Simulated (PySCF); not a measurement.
# A diatomic session: RbAl+

One job finds the state of RbAl+, follows it along the bond with each method and fits the curves.

Method: Rb def2-SVP with ECP28, Al def2-SVP, scalar-relativistic core potentials; program: PySCF 2.14.0.

### Step 1. Set-up

A driver script around PySCF takes these settings:

| Property | Result |
| --- | --- |
| atoms | Rb, Al |
| charge | 1 |
| basis | Rb def2-SVP with ECP28, Al def2-SVP |
| Hamiltonian | scalar-relativistic core potentials |
| basis functions | 42 |
| electrons treated | 21 |
| masses in u | 84.9118, 26.9815 |
| levels | PBE0, PBE, r²SCAN, M06, B97-3, PBEsol, ωB97X, HF, MP2, SCS-MP2, CCSD, CCSD(T) |
| grid | 80 radial by 434 angular points |
| occupations | held fixed by the projection of orbital angular momentum |
| dissociation limit | Rb+ + Al, each in its ground configuration |
| starting distance in angstrom | 3.355 |
| values of 2S to try | 1, 3 |

Run with:

```sh
$ OMP_NUM_THREADS=1 python dia.py task.json out
```

After this run come: PBE0 along the bond; Other states along the same grid; PBE; r²SCAN; M06 (hybrid meta-GGA); B97-3; PBEsol (GGA); ωB97X; UHF; Adding correlation.

Q: Predict the outcome of this session. Wanted: for each run, Re; ωe; De; μ.

As calculated:

Lowest PBE0 solution found, without spin–orbit coupling: ²Σ⁺ (doublet), unpaired electrons σ ↑. State 2 has its PBE0 minimum 0.45 eV higher. State 3 has its PBE0 minimum 3.64 eV higher. The other levels ran on the lowest alone.

```tsv
level	Re (Å)	ωe (cm⁻¹)	De (eV)	μ (D)
UHF	4.239	71.5	0.384	-2.36
UHF-MP2	4.143	74.9	0.421	n/a
UHF-SCS-MP2	4.162	73.6	0.409	n/a
UHF-CCSD	4.138	74.6	0.415	n/a
UHF-CCSD(T)	4.132	74.9	0.418	n/a
PBE	4.127	72.6	0.52	-1.00
PBEsol	4.081	75.0	0.54	-1.02
r²SCAN	4.142	74.5	0.434	-1.90
PBE0	4.092	76.8	0.476	-1.55
B97-3	4.091	79.9	0.429	-1.86
M06	4.027	78.9	0.473	-1.44
ωB97X	3.970	88.1	0.403	-2.12
```

De is counted to Rb+ + Al in their ground configurations. A positive dipole points from Rb to Al; in an ion it is taken about the centre of mass and does not tell which atom is negative.

In words: Bond lengths run from 3.970 Å (ωB97X) to 4.239 Å (UHF). CCSD(T) can't serve as the judge here: for a weak bond in this basis it is far from its limit. Among the levels with a De in the table, it runs from 0.384 eV (UHF) to 0.54 eV (PBEsol).

Correlated steps freeze 5 core orbitals. Spin–orbit coupling is left out.
